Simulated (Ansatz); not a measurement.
Crystal: AlO2.

```
CELL_PARAMETERS angstrom
1.48816 -5.40283 0.00000
1.48816 5.40283 0.00000
0.00000 0.00000 3.64661
ATOMIC_POSITIONS crystal
Al 0.66813 0.33187 0.75000
Al 0.33187 0.66813 0.25000
O 0.06107 0.93893 0.75000
O 0.93893 0.06107 0.25000
O 0.29418 0.70582 0.75000
O 0.70582 0.29418 0.25000
```

The cell comes from a database or a generator and needn't be the stable form of this composition.

Base run:

* Program: Ansatz 0.2.0
* Functional: revPBE
* Potentials or basis: Ansatz PAW
* Cutoff: 420 eV (not typed: the program's choice for these potentials)
* k mesh: 9 × 9 × 7
* Occupations: fermi-dirac, width 0.05 eV
* Spin: no spin polarisation

Its results: band gap on the k mesh none (metal or under the smearing width); pressure 2.3 GPa; largest force 0.769 eV/Å.

Question: After a change of settings the same cell gave: band gap on the k mesh none (metal or under the smearing width); pressure -7.4 GPa; largest force 0.786 eV/Å. Which change was it?
A. functional from revPBE to r2SCAN; cutoff from 420 eV (not typed: the program's choice for these potentials) to 500 eV (not typed: the program's choice for these potentials)
B. functional from revPBE to RPBE
C. functional from revPBE to BLYP
D. functional from revPBE to PBEsol

Answer: A.

Caveats: the PAW data sets come from PBE, with cores solved anew for the run's functional, which leaves a small shift of forces and pressure; the density of states is complete only up to the lowest level of the last band computed.

Runs at the PBE level aren't shown here.
